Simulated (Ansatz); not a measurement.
# GeNH₄ radical: a ladder of functionals and wavefunction methods

The task here is to estimate one member of a computed series from the others.

Program: Ansatz 0.2.0, Gaussian basis. Level of theory: functionals in def2-TZVPP, the program's frozen cores in correlated methods. These are calculated values, not measurements.

Plan: LDA (SPW92), PBE-D4, revPBE-D4, BLYP-D4, r2SCAN-D4, B97M-V, PBE0-D4, B3LYP-D4, r2SCANh-D4, r2SCAN0-D4, HSE06-D4, BHLYP-D4, CAM-B3LYP-D4, LC-ωPBE, ωB97X-V, ωB97M-V, B2PLYP, PBE-QIDH; CCSD(T)/def2-SVP; CCSD(T)/def2-TZVPP; CCSD(T)/def2-QZVPP; extrapolation to the limit; RPA on PBE.

**The relaxed structure**

An earlier PBE0-D4 in a triple-zeta def2 set relaxation fixed the geometry.

SMILES `[NH][GeH3]`, 6 atoms, charge 0, spin multiplicity 2.

Atoms are counted from 1 here; the program's logs count them from 0.

Bond lengths: N1–Ge2 1.869 Å, N1–H3 1.026 Å, Ge2–H4 1.532 Å, Ge2–H5 1.541 Å, Ge2–H6 1.541 Å. Angles: Ge2–N1–H3 107.9°, N1–Ge2–H4 107.6°, N1–Ge2–H5 109.5°, N1–Ge2–H6 109.6°, H4–Ge2–H5 110.4°, H4–Ge2–H6 110.4°, H5–Ge2–H6 109.3°.

Coordinates:

```csv
atom,x (Å),y (Å),z (Å)
N1,0.4370,-1.3075,0.4829
Ge2,-0.2552,0.2591,-0.2661
H3,1.1815,-1.0421,1.1375
H4,-1.3692,-0.1445,-1.2379
H5,0.8642,1.0102,-1.0134
H6,-0.8164,1.1607,0.8508
```

Set-up of the first run:

in.yaml reads:

```yaml
crystal:
  periodic: [false, false, false]
  atoms:
    - {symbol: N, position_ang: [0.437034, -1.307536, 0.482915]}
    - {symbol: Ge, position_ang: [-0.255153, 0.259107, -0.266129]}
    - {symbol: H, position_ang: [1.181481, -1.042066, 1.137482]}
    - {symbol: H, position_ang: [-1.369156, -0.144458, -1.237907]}
    - {symbol: H, position_ang: [0.864185, 1.010214, -1.013407]}
    - {symbol: H, position_ang: [-0.816391, 1.160738, 0.850844]}
basis:
  gaussian: {orbitals: def2-TZVPP}
magnetization: {spin_polarized: true, initial_magnetization: 1}
hamiltonian: {xc: lda}
output: {orbitals: {seedname: orbitals}}
```

Launch:

```bash
> ansatz run in.yaml --threads 2 --pin off --events-out ev --progress --plain --max-ram 32768MiB --backend cpu
```

Steps of the session up to this table: LDA; PBE-D4 (GGA); revPBE-D4 (GGA); BLYP-D4 (GGA); r2SCAN-D4 (meta-GGA); B97M-V (meta-GGA); PBE0-D4 (hybrid); B3LYP-D4 (hybrid); r2SCANh-D4 (hybrid); r2SCAN0-D4 (hybrid); HSE06-D4 (hybrid); BHLYP-D4 (hybrid); CAM-B3LYP-D4 (range-separated); LC-ωPBE (range-separated); ωB97X-V (range-separated); ωB97M-V (range-separated); B2PLYP (double hybrid); PBE-QIDH (double hybrid).

One table of the session follows, with a row left open; its other results are not shown here.

It belongs to the step «Frontier levels by functional». 

```
  functional  HOMO (eV)  LUMO (eV)  gap (eV)
 LDA (SPW92)      -6.49      -5.14      1.36
      PBE-D4      -6.47      -4.57      1.91
   revPBE-D4      -6.44      -4.42      2.02
     BLYP-D4      -6.37      -4.56      1.81
   r2SCAN-D4      -6.78      -3.85      2.93
      B97M-V      -6.92      -4.03      2.89
     PBE0-D4      -7.89      -3.01      4.88
    B3LYP-D4      -7.66      -3.52      4.13
  r2SCANh-D4      -7.31      -3.32      3.99
  r2SCAN0-D4      -8.10      -2.53      5.57
    HSE06-D4      -7.49      -3.42      4.07
    BHLYP-D4          ?          ?         ?
CAM-B3LYP-D4      -9.30      -1.90      7.40
     LC-ωPBE     -10.72      -0.35     10.37
     ωB97X-V     -10.34      -0.84      9.49
     ωB97M-V     -10.19      -0.95      9.23
```

Q: Estimate the row for BHLYP-D4 from the others.

Worked estimate for «HOMO (eV)». Against the share of exact exchange, BLYP-D4 (0, -6.37), B3LYP-D4 (0.2, -7.66) give a slope of -6.45 per unit share; at 0.5 the line stands at -9.59.

**Answer.** HOMO (eV): -9.22; LUMO (eV): -1.58; gap (eV): 7.64. In «HOMO (eV)» the line misses by -0.37.
